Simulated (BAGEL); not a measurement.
**CH7BNO− (SMILES CO[BH2-]N): HF/6-31G(d) (density fitting with qzvpp-jkfit, spherical functions)**

Aim: the vertical singlet–triplet gap of CH7BNO− at HF/6-31G* (density fitting with qzvpp-jkfit, spherical functions), from 2 runs. 

The calculation is run with BAGEL 1.2.2.

2 further runs of the same task are left out: 2 that didn't finish.

**1. The molecule**

The species is CH7BNO− (11 atoms), meant as a singlet with charge -1. SMILES: `CO[BH2-]N`. The coordinates come from a GFN2-xTB relaxation. This is one conformer, not always the lowest.

Bond lengths: C1–O2 1.364 Å, O2–B3 1.514 Å, B3–N4 1.546 Å, C1–H5 1.110 Å, C1–H6 1.103 Å, C1–H7 1.109 Å, B3–H8 1.262 Å, B3–H9 1.233 Å, N4–H10 1.016 Å, N4–H11 1.018 Å. Some angles: C1–O2–B3 113.3°, O2–B3–N4 106.9°, O2–C1–H5 112.5°, O2–C1–H6 109.5°, O2–C1–H7 112.6°, O2–B3–H8 108.4°, O2–B3–H9 110.7°, N4–B3–H8 112.3°, N4–B3–H9 110.2°, B3–N4–H10 107.3°.

**2. The energy at HF/6-31G(d) (density fitting with qzvpp-jkfit, spherical functions)**

File input.json:

```json
{ "bagel": [

{
  "title": "molecule",
  "basis": "6-31gs.json",
  "df_basis": "qzvpp-jkfit",
  "angstrom": true,
  "geometry": [
    { "atom": "C", "xyz": [      -0.343550,       1.675620,      -0.081840 ] },
    { "atom": "O", "xyz": [      -0.103830,       0.475800,      -0.684740 ] },
    { "atom": "B", "xyz": [       0.024870,      -0.672410,       0.294110 ] },
    { "atom": "N", "xyz": [       0.167020,      -1.963580,      -0.544070 ] },
    { "atom": "H", "xyz": [       0.457490,       1.960110,       0.632480 ] },
    { "atom": "H", "xyz": [      -0.409160,       2.466110,      -0.848800 ] },
    { "atom": "H", "xyz": [      -1.289810,       1.681180,       0.496920 ] },
    { "atom": "H", "xyz": [       1.032150,      -0.461840,       1.024720 ] },
    { "atom": "H", "xyz": [      -0.972160,      -0.742320,       1.016630 ] },
    { "atom": "H", "xyz": [       0.788170,      -1.753730,      -1.319840 ] },
    { "atom": "H", "xyz": [       0.648800,      -2.664930,       0.014420 ] }
  ]
},

{
  "title": "hf",
  "charge": -1
},

{
  "title": "print",
  "file": "orbitals.molden",
  "orbitals": true
}

]}
```

The basis set 6-31G* is read from a file made from the Basis Set Exchange's data (not shown).

Launch:

```sh
$ BAGEL_NUM_THREADS=1 BAGEL input.json > input.out
```

The log of the run:

```text
* using 1 threads per process

  ===============================================================
  ===============================================================

  *** Geometry ***

  { "atom" : "C", "xyz" : [     -0.649215,      3.166463,     -0.154655 ] },
  { "atom" : "O", "xyz" : [     -0.196210,      0.899132,     -1.293971 ] },
  { "atom" : "B", "xyz" : [      0.046997,     -1.270671,      0.555787 ] },
  { "atom" : "N", "xyz" : [      0.315622,     -3.710628,     -1.028143 ] },
  { "atom" : "H", "xyz" : [      0.864531,      3.704071,      1.195214 ] },
  { "atom" : "H", "xyz" : [     -0.773200,      4.660272,     -1.604000 ] },
  { "atom" : "H", "xyz" : [     -2.437388,      3.176970,      0.939043 ] },
  { "atom" : "H", "xyz" : [      1.950481,     -0.872751,      1.936440 ] },
  { "atom" : "H", "xyz" : [     -1.837116,     -1.402781,      1.921152 ] },
  { "atom" : "H", "xyz" : [      1.489425,     -3.314069,     -2.494136 ] },
  { "atom" : "H", "xyz" : [      1.226054,     -5.035988,      0.027250 ] },

  Number of auxiliary basis functions:      430

  Since a DF basis is specified, we compute 2- and 3-index integrals:
    o Being stored without compression. Storage requirement is 0.017 GB

  Number of basis functions:       70
  Number of electrons      :       33

    * METHOD: MOLECULE                             0.15

  *** RHF ***

  === Nuclear Repulsion ===
   121.2491165247

      * DIIS with orbital gradients will be used.

  === RHF iteration (6-31gs.json) ===
      0       -195.62910032          0.02832052           0.03
      1       -195.84290614          0.01639922           0.03
      2       -195.93916457          0.00225123           0.03
      3       -195.94121482          0.00074356           0.03
      4       -195.94141939          0.00013832           0.03
      5       -195.94142907          0.00004149           0.03
      6       -195.94143020          0.00001675           0.03
      7       -195.94143045          0.00000331           0.03
      8       -195.94143046          0.00000153           0.03
      9       -195.94143047          0.00000049           0.03
     10       -195.94143047          0.00000018           0.03
     11       -195.94143047          0.00000008           0.03
     12       -195.94143047          0.00000002           0.03
     13       -195.94143047          0.00000001           0.03
    * SCF iteration converged.

    * Permanent dipole moment:
           (   -0.361099,    -0.935610,     0.346428) a.u.

    * METHOD: HF                                   0.50

    * METHOD: PRINT                                0.01

  ===============================================================
```

Run time: 0.82 s. Hardware: 1 thread of Arm Neoverse V2, shared host; peak memory 0.089 GiB.

**3. The triplet**

File calc.json:

```json
{ "bagel": [

{
  "title": "molecule",
  "basis": "6-31gs.json",
  "df_basis": "qzvpp-jkfit",
  "angstrom": true,
  "geometry": [
    { "atom": "C", "xyz": [      -0.343550,       1.675620,      -0.081840 ] },
    { "atom": "O", "xyz": [      -0.103830,       0.475800,      -0.684740 ] },
    { "atom": "B", "xyz": [       0.024870,      -0.672410,       0.294110 ] },
    { "atom": "N", "xyz": [       0.167020,      -1.963580,      -0.544070 ] },
    { "atom": "H", "xyz": [       0.457490,       1.960110,       0.632480 ] },
    { "atom": "H", "xyz": [      -0.409160,       2.466110,      -0.848800 ] },
    { "atom": "H", "xyz": [      -1.289810,       1.681180,       0.496920 ] },
    { "atom": "H", "xyz": [       1.032150,      -0.461840,       1.024720 ] },
    { "atom": "H", "xyz": [      -0.972160,      -0.742320,       1.016630 ] },
    { "atom": "H", "xyz": [       0.788170,      -1.753730,      -1.319840 ] },
    { "atom": "H", "xyz": [       0.648800,      -2.664930,       0.014420 ] }
  ]
},

{ "title": "uhf", "charge": -1, "nopen": 2 },

{ "title": "print", "file": "orbitals.molden", "orbitals": true }

]}
```

The basis set 6-31G* is read from a file made from the Basis Set Exchange's data (not shown).

Launch:

```sh
$ BAGEL_NUM_THREADS=1 BAGEL calc.json > calc.out
```

The log of the run:

```text
* using 1 threads per process

  ===============================================================
  ===============================================================

  *** Geometry ***

  { "atom" : "C", "xyz" : [     -0.649215,      3.166463,     -0.154655 ] },
  { "atom" : "O", "xyz" : [     -0.196210,      0.899132,     -1.293971 ] },
  { "atom" : "B", "xyz" : [      0.046997,     -1.270671,      0.555787 ] },
  { "atom" : "N", "xyz" : [      0.315622,     -3.710628,     -1.028143 ] },
  { "atom" : "H", "xyz" : [      0.864531,      3.704071,      1.195214 ] },
  { "atom" : "H", "xyz" : [     -0.773200,      4.660272,     -1.604000 ] },
  { "atom" : "H", "xyz" : [     -2.437388,      3.176970,      0.939043 ] },
  { "atom" : "H", "xyz" : [      1.950481,     -0.872751,      1.936440 ] },
  { "atom" : "H", "xyz" : [     -1.837116,     -1.402781,      1.921152 ] },
  { "atom" : "H", "xyz" : [      1.489425,     -3.314069,     -2.494136 ] },
  { "atom" : "H", "xyz" : [      1.226054,     -5.035988,      0.027250 ] },

  Number of auxiliary basis functions:      430

  Since a DF basis is specified, we compute 2- and 3-index integrals:
    o Being stored without compression. Storage requirement is 0.017 GB

  Number of basis functions:       70
  Number of electrons      :       33

    * METHOD: MOLECULE                             0.14

  *** Open-shell HF ***

  === Nuclear Repulsion ===
   121.2491165247

      * DIIS with orbital gradients will be used.

  === UHF iteration (6-31gs.json) ===
      0       -195.29385218          0.05466453           0.05
      1       -195.49874315          0.04012358           0.06
      2       -195.59294087          0.02804577           0.06
      3       -195.68043666          0.00475402           0.06
      4       -195.69638512          0.00385033           0.06
      5       -195.71121813          0.00256073           0.06
      6       -195.71834142          0.00153731           0.06
      7       -195.71868237          0.00052560           0.06
      8       -195.71894529          0.00019287           0.06
      9       -195.71901409          0.00014019           0.06
     10       -195.71906885          0.00010904           0.06
     11       -195.71910317          0.00007902           0.06
     12       -195.71912828          0.00005844           0.06
     13       -195.71914177          0.00003571           0.06
     14       -195.71914827          0.00002347           0.06
     15       -195.71915055          0.00001426           0.06
     16       -195.71915103          0.00000844           0.06
     17       -195.71915113          0.00000505           0.06
     18       -195.71915119          0.00000335           0.06
     19       -195.71915124          0.00000232           0.06
     20       -195.71915126          0.00000166           0.06
     21       -195.71915127          0.00000130           0.06
     22       -195.71915127          0.00000101           0.06
     23       -195.71915127          0.00000081           0.06
     24       -195.71915128          0.00000057           0.06
     25       -195.71915128          0.00000041           0.06
     26       -195.71915128          0.00000029           0.06
     27       -195.71915128          0.00000018           0.06
     28       -195.71915128          0.00000012           0.05
     29       -195.71915128          0.00000008           0.06
     30       -195.71915128          0.00000007           0.06
     31       -195.71915128          0.00000005           0.06
     32       -195.71915128          0.00000004           0.06
     33       -195.71915128          0.00000003           0.06
     34       -195.71915128          0.00000003           0.06
     35       -195.71915128          0.00000002           0.06
     36       -195.71915128          0.00000001           0.06
     37       -195.71915128          0.00000001           0.06
    * SCF iteration converged.

    * S^2 (UHF) is 2.0103

    * Permanent dipole moment:
           (    0.644905,    -1.940899,     0.455146) a.u.

    * METHOD: UHF                                  2.21

    * METHOD: PRINT                                0.01

  ===============================================================
```

Wall time 2.5 s (1 thread of Arm Neoverse V2, shared host); peak memory 0.088 GiB.

**4. Outcome**

At HF/6-31G* (density fitting with qzvpp-jkfit, spherical functions):

```
                                                      quantity          value
                                         singlet: total energy  -195.94143 Eh
                                          singlet: HOMO energy       -3.44 eV
                                          singlet: LUMO energy       11.50 eV
singlet: HOMO–LUMO gap (to an unbound level, set by the basis)       14.94 eV
                                         triplet: total energy  -195.71915 Eh
                                                 triplet: ⟨S²⟩          2.010
              vertical energy of the triplet above the singlet       6.049 eV
```

In words: At this shape the triplet lies 6.05 eV (139 kcal/mol) above the singlet. For an anion a state so high probably lies above electron detachment.
